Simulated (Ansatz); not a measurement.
# Zr3SbH: further runs on a relaxed guess, part 2 of 2

The task, for Zr3SbH: see whether it has a gap, which orbitals make up the states near it and how charge is shared, tighten the relaxation, test it by its phonons and get its elastic tensor.

Ansatz 0.2.0; DFT PBE, scalar-relativistic, plane waves, PAW. Earlier steps stand in the parts before.

## (5) Linear response at Γ

File input.yaml:

```yaml
crystal:
  lattice:
    - [4.4701555735, 0.0, 0.0]
    - [0.0, 4.4701555735, 0.0]
    - [0.0, 0.0, 4.4701555735]
  atoms:
    - { symbol: Zr, position: [0.0, 0.5, 0.5] }
    - { symbol: Zr, position: [0.5, 0.0, 0.5] }
    - { symbol: Zr, position: [0.5, 0.5, 0.0] }
    - { symbol: Sb, position: [0.0, 0.0, 0.0] }
    - { symbol: H, position: [0.5, 0.5, 0.5] }
basis:
  ecutwfc: 420
kpoints:
  mp_grid: { grid: [8, 8, 8] }
hamiltonian:
  xc: pbe
scf:
  occupations: { method: fermi_dirac, width: 0.15 }
output:
  eigenvalues: true
phonons:
  method: dfpt
  eigenvectors: true
```

Run with:

```bash
$ ansatz run input.yaml --threads 1 --pin off --max-ram 2048MiB --backend cpu --events-out ev --progress --plain --runs-dir out
```

The program printed:

```text
Warning: RAYON_NUM_THREADS=1 ignored (pool sized by the plan → 1); use --threads N
band count auto-derived: 33 (N_el = 52.0; filled up to band 26; 32 by the electrons, moments and atoms)
zone centre: on kpoints.mp_grid the ground state, and the responses unless they are solved on pairs of k-points, stand on 125 of the mesh's 512 k-points, reduced under 8 symmetry operations, with k and −k counted as one. Each operation leaves every solved displacement unchanged or reverses it
Engine: ansatz 0.2.0, aarch64-unknown-linux-gnu
Pseudopotentials: kind: paw
Pseudopotential: Zr, paw, valence charge 12, recommended cutoff 420 eV (normal), Zr.paw.azcp
Pseudopotential: Sb, paw, valence charge 15, recommended cutoff 420 eV (normal), Sb.paw.azcp
Pseudopotential: H, paw, valence charge 1, recommended cutoff 420 eV (normal), H.paw.azcp
Functional definition: PBE
  parameter kappa = 0.804
  parameter beta = 0.06672455060314922
  exchange = pbe_x(kappa = kappa, mu = beta*pi^2/3)
  correlation = pbe_c(beta = beta)
Crystal: 5 atoms, lattice volume = 89.324 Å³
Basis set: ecut = 420 eV, 1743 PW (Γ), exchange–correlation on 60×60×60 points (8 copies of the dense FFT grid, shifted against one another)
Bands: 33, of which v1, the nominal top of the filled ones, is band 26 counted from 1 (25 counted from 0)
Symmetry: 48 space group operations
k-points: 125 of 512 (irreducible under 8 space group operations)
Non-local potential: Zr, projectors of the file, l = 0: 3, l = 1: 2, l = 2: 2, l = 3: 2
Non-local potential: Sb, projectors of the file, l = 0: 2, l = 1: 2, l = 2: 2, l = 3: 2
Non-local potential: H, projectors of the file, l = 0: 2, l = 1: 1
PAW form: soft (Blöchl's): semilocal exchange-correlation on the pseudo side does not see the compensation charge
PAW one-centre angular grid: Zr, 590 points (default); XC on 64 Gauss nodes
PAW one-centre angular grid: Sb, 590 points (default); XC on 64 Gauss nodes
PAW one-centre angular grid: H, 110 points (default); XC on 64 Gauss nodes
Initial density: superposition of atomic densities (neutral atoms: chi_scale 0, normalization atom), corrected by the library's trained network
Initial wavefunctions: pseudopotential atomic-orbital guess
Functional: x = pbe(κ = 0.804, μ = 0.2195149727645171), c = pbe(β = 0.06672455060314922)
SCF iter   1: F=—  HF=-19054.527843 eV  |F-HF|=—  |Δ(HF+E_count)|=         —  Δρ=2.80e-3  dr2=4.84e-3  ethr=1.77e-3  ⟨swp⟩=5.4  Hψ=16469  notcnv=0
preconditioner: auto → Kerker (q_TF=auto, 2.493 Å⁻¹)  [metal: Δε(μ)=0.049 eV  Ē_g=5.336 eV  σ=0.150 eV  W_gap=0.08  n_scr=26 (ndim 8)  ℏωp=16.7 eV  f_vac=0.000  D(μ)=4.25/eV (n_scr^D=32)]
SCF iter   2: F=—  HF=-19054.527387 eV  |F-HF|=—  |Δ(HF+E_count)|=   4.57e-4  Δρ=1.82e-3  dr2=2.16e-3  ethr=9.30e-6  ⟨swp⟩=2.3  Hψ=6453  notcnv=0
SCF iter   3: F=—  HF=-19054.527600 eV  |F-HF|=—  |Δ(HF+E_count)|=   2.14e-4  Δρ=6.12e-4  dr2=1.91e-4  ethr=4.15e-6  ⟨swp⟩=2.0  Hψ=6472  notcnv=0
SCF iter   4: F=—  HF=-19054.527492 eV  |F-HF|=—  |Δ(HF+E_count)|=   1.08e-4  Δρ=3.21e-4  dr2=4.79e-5  ethr=3.67e-7  ⟨swp⟩=2.0  Hψ=6550  notcnv=0
SCF iter   5: F=—  HF=-19054.527476 eV  |F-HF|=—  |Δ(HF+E_count)|=   1.59e-5  Δρ=6.73e-5  dr2=2.70e-6  ethr=9.22e-8  ⟨swp⟩=2.0  Hψ=6698  notcnv=0
SCF iter   6: F=—  HF=-19054.527476 eV  |F-HF|=—  |Δ(HF+E_count)|=   1.76e-7  Δρ=2.12e-5  dr2=2.68e-7  ethr=5.19e-9  ⟨swp⟩=2.0  Hψ=6647  notcnv=0
SCF iter   7: F=—  HF=-19054.527476 eV  |F-HF|=—  |Δ(HF+E_count)|=   1.23e-7  Δρ=2.92e-6  dr2=4.92e-9  ethr=5.16e-10  ⟨swp⟩=2.0  Hψ=6683  notcnv=0
SCF iter   8: F=—  HF=-19054.527476 eV  |F-HF|=—  |Δ(HF+E_count)|=   1.71e-9  Δρ=2.52e-7  dr2=4.04e-11  ethr=9.47e-12  ⟨swp⟩=2.0  Hψ=6997  notcnv=0
SCF iter   9: F=-19054.527476 eV  HF=-19054.527476 eV  |F-HF|=3.64e-12  |Δ(HF+E_count)|=  1.09e-11  Δρ=7.68e-8  dr2=4.56e-12  ethr=1.00e-12  ⟨swp⟩=5.3  Hψ=17139  notcnv=0
SCF 1 converged in 9 iterations: F = -19054.527476 eV  dr2 = 4.56e-12
DFPT response loops at Γ: preconditioner auto → Kerker (q_TF=auto, 2.493 Å⁻¹) (partly filled bands, converged f_vac=0.000); β = 1.00, the filter's whole step (`scf.mixing.beta` (0.50) is not read by the response loops under this deck's `scf.mixing.preconditioner`; to damp them name `kerker` or `kerker_dos`, under which they read `scf.mixing.beta`, and type it under 1.00, their step now; both keys bind the ground state too); Broyden in place of MSR1
SCF converged after 9 iterations
Free energy (F): -19054.527476 eV
Harris-Foulkes:  -19054.527476 eV  (|F-HF|=3.64e-12)
Internal energy: -19054.225210 eV  (E = F + TS)
E sigma→0 (E₀):  -19054.376343 eV
Entropy (-TS):   -0.302266 eV (-60.453 meV/atom)
Fermi energy:    15.044299 eV
--- Per-component energies (eV) ---
  E_band       = -346.396706
  E_kinetic    = 1227.154432
  E_local      = -3108.553179  (includes V_loc(G=0)·N_el)
  E_nonlocal   = 607.783195
  E_hartree    = 1177.534166
  E_xc         = -635.452057
  E_vxc        = -685.148016  (∫ρ·V_xc dr)
  E_paw        = -13441.914201  (= ΣΔE_a)
  E_vpaw       = -742.700318  (= ΣTr[D̂ρ^β])
  E_aug_tail   = -0.001075  (compensation charges beyond the density's cutoff)
  E_ewald      = -4880.776490
  E_smearing   = -0.302266  (= −TS)
  E_closure    = -0.000000  (closes the sum)
  Σ components = -19054.527476   (vs F -19054.527476, Δ=0.00e0)
--- Band table (eV; the first three rows and the last of 125) ---
  k-point 0: bands = ["-33.7503", "-33.5795", "-33.5795", "-14.0538", "-14.0538", "-14.0538", "-14.0472", "-14.0472", "-12.1329", "-12.1329", "-12.1329", "-11.6960", "-11.6960", "-11.6960", "-11.3764", "-11.3764", "-11.3764", "4.2238", "7.3331", "12.6553", "12.6553", "13.1622", "13.1622", "13.1622", "13.3154", "13.3154", "13.3154", "16.8559", "16.9639", "16.9639", "16.9639", "18.8943", "18.8943"]
  k-point 1: bands = ["-33.7445", "-33.5852", "-33.5794", "-14.0556", "-14.0556", "-14.0538", "-14.0483", "-14.0467", "-12.1155", "-12.1155", "-12.1108", "-11.7008", "-11.7008", "-11.6971", "-11.4103", "-11.3880", "-11.3880", "4.3265", "7.4402", "11.9178", "12.7174", "12.7174", "12.8156", "13.2244", "13.7641", "13.7803", "13.7803", "16.7908", "17.1873", "17.1873", "17.2537", "18.4914", "18.8898"]
  k-point 2: bands = ["-33.7285", "-33.6012", "-33.5792", "-14.0598", "-14.0598", "-14.0538", "-14.0511", "-14.0455", "-12.0683", "-12.0683", "-12.0463", "-11.7179", "-11.7179", "-11.6998", "-11.5032", "-11.4159", "-11.4159", "4.6001", "7.7046", "10.8876", "12.2843", "12.2843", "13.2668", "13.3948", "14.3258", "14.3258", "14.3475", "16.3745", "17.3159", "17.5822", "17.5822", "17.7591", "18.6663"]
  k-point 124: bands = ["-33.6349", "-33.6349", "-33.6349", "-14.0540", "-14.0540", "-14.0540", "-14.0424", "-14.0424", "-12.3960", "-12.1093", "-12.1093", "-12.1093", "-11.4486", "-11.4486", "-11.4486", "-11.3526", "-11.3526", "5.0865", "10.5419", "11.9752", "11.9752", "11.9752", "12.2236", "12.2236", "12.2236", "15.5345", "15.5345", "15.5345", "16.5119", "16.5119", "16.5119", "17.2037", "17.6946"]
--- Phonons (Γ-DFPT): 4 representative perturbations + reference, on 125 of 512 k-points (Σ response iterations 12) ---
  k mesh reduced under 8 symmetry operations, with k and −k counted as one. Each operation leaves every solved displacement unchanged or reverses it
  ASR residual: 1.110e-3 → 0.000e0 eV/Å²; symmetrization residual: 3.681e-6 eV/Å²
  ASR residual per site (eV/Å²): 1.11e-3 1.11e-3 1.11e-3 2.89e-5 3.24e-6
  Γ frequencies (cm⁻¹): 0.00 0.00 0.00 142.94 142.94 142.94 181.89 181.89 181.89 198.11 198.11 198.11 907.25 907.25 907.25
  non-analytic LO–TO correction: not included (Born effective charges unavailable; polar crystals: no LO–TO splitting at Γ)
```

It took 4 min on 1 thread of Arm Neoverse V1, shared host; peak memory 1.4 GiB.

The optical modes at Γ, the three translations left out (i: imaginary):

| cm⁻¹ | meV | modes |
| --- | --- | --- |
| 143 | 17.7 | 3 |
| 182 | 22.6 | 3 |
| 198 | 24.6 | 3 |
| 907 | 112.5 | 3 |

Displacements in the lowest optical mode (143 cm⁻¹), eigenvector over the root of the mass, scaled so that the longest move is 1. It is one member of a degenerate level, so its direction within the level is arbitrary.

| atom | x | y | z |
| --- | --- | --- | --- |
| Zr1 | 0.00 | 0.00 | -0.25 |
| Zr2 | 0.00 | -0.01 | -0.25 |
| Zr3 | 0.00 | 0.00 | -0.84 |
| Sb4 | 0.00 | 0.01 | 1.00 |
| H5 | 0.00 | 0.00 | -0.41 |

Displacements in the highest mode (907 cm⁻¹), eigenvector over the root of the mass, scaled so that the longest move is 1. It is one member of a degenerate level, so its direction within the level is arbitrary.

| atom | x | y | z |
| --- | --- | --- | --- |
| Zr1 | 0.00 | 0.00 | 0.00 |
| Zr2 | 0.00 | 0.00 | 0.00 |
| Zr3 | 0.00 | 0.00 | 0.01 |
| Sb4 | 0.00 | 0.00 | 0.00 |
| H5 | 0.00 | 0.05 | -1.00 |

## (6) Elastic constants, atoms relaxed

Changes to input.yaml since step 5:

```diff
@@ -20,5 +20,8 @@
 output:
+  forces: true
+  stress: true
   eigenvalues: true
-phonons:
-  method: dfpt
-  eigenvectors: true
+elastic:
+  mode: relaxed_ion
+  amplitude: 0.005
+  stencil: two_point
```

Run with:

```bash
$ ansatz run input.yaml --threads 1 --pin off --max-ram 2048MiB --backend cpu --events-out ev --progress --plain --runs-dir out
```

The program printed, cut to the lines that bear on the results:

```text
Warning: RAYON_NUM_THREADS=1 ignored (pool sized by the plan → 1); use --threads N
band count auto-derived: 35 (N_el = 52.0; filled up to band 26; 32 by the electrons, moments and atoms)
[...]
[... 5 set-up lines as earlier in the session ...]
[...]
Crystal: 5 atoms, lattice volume = 89.324 Å³
Basis set: ecut = 420 eV, 1743 PW (Γ), exchange–correlation on 64×64×64 points (8 copies of the dense FFT grid, shifted against one another)
Bands: 35, of which v1, the nominal top of the filled ones, is band 26 counted from 1 (25 counted from 0)
[... 1 set-up line as earlier in the session ...]
[...]
  moduli (Voigt/Reuss/Hill, GPa): K = 114.57/114.57/114.57   G = 45.02/21.89/33.45   E = 91.45   ν = 0.367
  mechanically stable: yes (min eigenvalue of sym C = 21.71 GPa)
  strain η (Voigt 11):  stress-route row diagonal C_11 = 129.05 GPa, energy-path curvature d²(F+E_count+ΔE)/dδ²/Ω₀ = 129.03 GPa
         δ    σ_11 (GPa)             F (eV)   n_scf  n_hpsi   n_pw
    -5.000e-3      -0.6532      -19054.5265567      10   51531   1763   relax 0 steps, max|allowed force component| 4.73e-30 eV/Å
     5.000e-3       0.6373      -19054.5265667       7   38499   1779   relax 0 steps, max|allowed force component| 4.73e-30 eV/Å
  strain η (Voigt 23):  stress-route row diagonal C_44 = 67.79 GPa, energy-path curvature d²(F+E_count+ΔE)/dδ²/Ω₀ = 67.79 GPa
         δ    σ_23 (GPa)             F (eV)   n_scf  n_hpsi   n_pw
    -5.000e-3      -0.3390      -19054.5269881       9   68916   1773   relax 0 steps, max|allowed force component| 2.52e-30 eV/Å
     5.000e-3       0.3390      -19054.5269881       6   53054   1773   relax 0 steps, max|allowed force component| 2.88e-30 eV/Å
```

Wall time 88 s (1 thread of Arm Neoverse V1, shared host); peak memory 0.56 GiB.

Derived from the tensor and the density, 7.370 g/cm³, with v_l = √((B+4G/3)/ρ), v_t = √(G/ρ), v_m = [(2/v_t³+1/v_l³)/3]^(−1/3) and Θ = (ħ/k_B)·v_m·(6π²n/V)^(1/3):

| quantity | value |
| --- | --- |
| bulk modulus B | 114.6 GPa |
| shear modulus G | 33.5 GPa |
| B/G | 3.43 |
| universal anisotropy index | 5.28 |
| sound speeds v_l, v_t | 4647, 2130 m/s |
| Debye temperature Θ | 273 K |

Young's modulus by Cartesian direction:

| direction | E (GPa) |
| --- | --- |
| (1, 0, 0) | 32 |
| (0, 1, 0) | 32 |
| (0, 0, 1) | 32 |
| (1, 1, 0) | 81 |
| (1, 0, 1) | 81 |
| (0, 1, 1) | 81 |
| (1, 1, 1) | 170 |

## (7) What came out

What follows sums up all 2 parts.

| quantity | value |
| --- | --- |
| gap | none (metal) |
| states at the Fermi level | 5.01 per eV per cell |
| Bader charges | Zr +0.74, Sb -1.50, H -0.73 e |
| optical modes at Γ | 143 to 907 cm⁻¹ |
| C11, C12, C44 (relaxed-ion) | 129, 107, 68 GPa |
| B, G, E (Hill) (relaxed-ion) | 115, 33, 91 GPa |
| Poisson ratio (relaxed-ion) | 0.37 |
| Debye temperature | 273 K |

What this shows: There is no gap at this level. Of the projected weight within 0.25 eV of the Fermi level, the largest part is Zr 4d (94 %). Bader charges reach 1.5 e, so charge transfer in this metal is strong. No zone-centre mode is imaginary. That tests stability at Γ alone. It is stable against strain: the least eigenvalue of C is 22 GPa. By Pugh's rule of thumb B/G = 3.43 (over 1.75) points to a ductile solid; Young's modulus ranges from about 32 to 170 GPa with direction. These runs have no spin-orbit coupling; with Sb it would split and shift bands. For a metal these values are sensitive to the k mesh.
